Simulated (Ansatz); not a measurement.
# CH7BOSi: small, medium and large basis sets

An exercise on one series of results from a longer session: the logs are not shown, and one member is left open.

Method: one geometry, several basis sets; program: Ansatz 0.2.0, Gaussian basis.

The runs, in order: PBE0-D4/def2-SVP; ωB97M-V/def2-SVP; PBE0-D4/def2-QZVPP; ωB97M-V/def2-QZVPP; the functionals' def2-TZVPP values are taken from earlier runs.

1 further run of the same task is left out (it didn't finish).

### Structure used throughout

All runs share one geometry, relaxed beforehand with PBE0-D4 in a triple-zeta def2 set.

11 atoms, charge 0, spin multiplicity 1.

Atoms are counted from 1 here; the program's logs count them from 0.

Bond lengths: B1–Si2 2.004 Å, B1–H5 1.195 Å, B1–H6 1.198 Å, Si2–C3 1.875 Å, Si2–O4 1.658 Å, Si2–H7 1.501 Å, C3–H8 1.093 Å, C3–H9 1.092 Å, C3–H10 1.093 Å, O4–H11 0.958 Å. Angles: Si2–B1–H5 123.7°, Si2–B1–H6 119.1°, H5–B1–H6 117.1°, B1–Si2–C3 111.7°, B1–Si2–O4 109.5°, B1–Si2–H7 107.4°, C3–Si2–O4 111.3°, C3–Si2–H7 107.2°, O4–Si2–H7 109.6°, Si2–C3–H8 110.3°, Si2–C3–H9 111.4°, Si2–C3–H10 110.9°, H8–C3–H9 108.3°, H8–C3–H10 107.8°, H9–C3–H10 108.0°, Si2–O4–H11 117.3°.

The first run:

Contents of in.yaml:

```yaml
crystal:
  periodic: [false, false, false]
  atoms:
    - {symbol: B, position_ang: [-0.483633, 1.648992, 0.875571]}
    - {symbol: Si, position_ang: [0.411376, -0.064783, 0.347880]}
    - {symbol: C, position_ang: [-0.155958, -0.652789, -1.340250]}
    - {symbol: O, position_ang: [0.133771, -1.213682, 1.510989]}
    - {symbol: H, position_ang: [-1.083403, 1.796768, 1.899041]}
    - {symbol: H, position_ang: [-0.412629, 2.594186, 0.142302]}
    - {symbol: H, position_ang: [1.883678, 0.209956, 0.251310]}
    - {symbol: H, position_ang: [0.057405, 0.105878, -2.097962]}
    - {symbol: H, position_ang: [-1.229329, -0.855861, -1.351892]}
    - {symbol: H, position_ang: [0.364901, -1.569779, -1.628924]}
    - {symbol: H, position_ang: [0.579122, -2.055986, 1.412536]}
basis:
  gaussian: {orbitals: def2-SVP}
hamiltonian: {xc: pbe0, dispersion: d4}
output: {orbitals: {seedname: orbitals}}
```

Started as:

```bash
> ansatz run in.yaml --threads 2 --pin off --events-out ev --progress --plain --max-ram 4352MiB
```

Among the steps run: PBE0-D4 in def2-SVP; ωB97M-V in def2-SVP; PBE0-D4 in def2-QZVPP; ωB97M-V in def2-QZVPP.

One of the session's tables, all rows but one given; the rest of the session is left out.

It belongs to the step «Density functionals: the series». 

```
functional       basis  HOMO (eV)  LUMO (eV)
   PBE0-D4    def2-SVP      -7.84      -2.18
   PBE0-D4  def2-TZVPP      -7.91      -2.27
   PBE0-D4  def2-QZVPP      -7.93      -2.29
   ωB97M-V    def2-SVP     -10.00      -0.12
   ωB97M-V  def2-TZVPP          ?          ?
   ωB97M-V  def2-QZVPP     -10.12      -0.39
```

Q: Estimate the row for ωB97M-V, def2-TZVPP from the others.

The run gave: HOMO (eV): -10.10; LUMO (eV): -0.33. In the column «HOMO (eV)» it lies between ωB97M-V, def2-QZVPP (-10.12) and ωB97M-V, def2-SVP (-10.00).
